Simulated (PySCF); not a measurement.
NMgH3, in a box:

```
CELL_PARAMETERS angstrom
11.00000 0.00000 0.00000
0.00000 14.00000 0.00000
0.00000 0.00000 11.00000
ATOMIC_POSITIONS crystal
N 0.49348 0.39630 0.49308
Mg 0.53001 0.53172 0.46849
H 0.43537 0.36653 0.44941
H 0.53243 0.36126 0.55739
H 0.56650 0.64693 0.44703
```

The cell isn't the ideal one: atoms moved at random, drawn with an rms of 0.05 Å.

Base run:

- Program: PySCF 2.14.0
- Functional: B97-D
- Dispersion: D3
- Potentials or basis: cc-pvdz (all-electron)
- k mesh: 1 × 1 × 1
- Occupations: fixed
- Spin: no spin polarisation

Its results: gap between the frontier levels 3.59 eV.

Problem. The run is repeated on the same cell with these changes: functional from B97-D to B3LYP5. What comes out?

Solution. Gap between the frontier levels 5.04 eV.

Caveats: this is a molecule in a periodic box at the Γ point, so its band gap is the HOMO-LUMO gap; the basis of atomic orbitals isn't converged, which shifts pressures, moduli and gaps.

